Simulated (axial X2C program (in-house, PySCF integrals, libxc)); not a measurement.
# A two-component session on TeSi⁻: properties at the nuclei

Aim: properties at the nuclei of TeSi⁻, with spin–orbit coupling in the Hamiltonian from the start.

Computed with an in-house X2C program for linear molecules on PySCF integrals. Level: two-component X2C with atomic mean-field terms, Te dyall-acv3z, Si dyall-av3z.

All values are calculated.

**1. The job**

Contents of task.json:

```json
{
 "zs": [
  52,
  14
 ],
 "q": -1,
 "bas": [
  "dyall-acv3z",
  "dyall-av3z"
 ],
 "r0": 2.35,
 "levels": [
  "PBE0",
  "HF",
  "B3LYP",
  "LDA",
  "r2SCAN"
 ],
 "nst": 3
}
```

Keys: zs atomic numbers; q charge; bas basis sets; r0 starting distance in Å; levels methods (HF also brings MP2); nst determinants followed.

Command:

```console
> python soeom.py task.json out
```

The runs that follow: Expectation values, lowest determinant; Expectation values, a higher determinant; Expectation values, a higher determinant.

Q: Predict the outcome of this session. Wanted: lowest determinant; Eeff magnitude; Ws magnitude Te; A∥/gI Te; qzz Te; higher determinant (for each run or level that gives them).

As calculated:

```
                                        quantity                                                  value
                              lowest determinant                Ω = 1/2 (excess of +ω over −ω: ω = 1/2)
                    Eeff magnitude (GV/cm), PBE0                                                  0.362
                     Ws magnitude Te (kHz), PBE0                                                  0.253
                            A∥/gI Te (MHz), PBE0                                                    800
                             qzz Te (a.u.), PBE0                                                   1.19
                              higher determinant                Ω = 3/2 (excess of +ω over −ω: ω = 3/2)
Eeff magnitude (GV/cm), PBE0, higher determinant                                                 0.0861
 Ws magnitude Te (kHz), PBE0, higher determinant                                                 0.0947
        A∥/gI Te (MHz), PBE0, higher determinant                                                    178
         qzz Te (a.u.), PBE0, higher determinant                                                   1.19
                              higher determinant  Ω = 5/2 (excess of +ω over −ω: ω = -1/2, 2 × ω = 3/2)
Eeff magnitude (GV/cm), PBE0, higher determinant                                                  0.489
 Ws magnitude Te (kHz), PBE0, higher determinant                                                  0.158
        A∥/gI Te (MHz), PBE0, higher determinant                                                    234
         qzz Te (a.u.), PBE0, higher determinant                                                  -1.90
```

In words: In the first state, the effective field runs from 0.057 to 0.643 GV/cm over the mean-field levels, so the levels don't agree on it. The expectation values come from single determinants, which for open shells can mix terms of unlike spin or miss the lowest Ω, so a determinant need not be a state. Eeff is the effective electric field on the electron dipole moment in this Ω state and Ws the scalar–pseudoscalar constant (defined with the proton number Z and per Ω); A∥ is the parallel hyperfine constant, which follows by multiplying with the nuclear g factor gI = μI/(I μN); qzz is the electric field gradient, eQq0 = 234.96 MHz × Q/barn × qzz. The operators were transformed with the bare-nucleus X2C matrices.
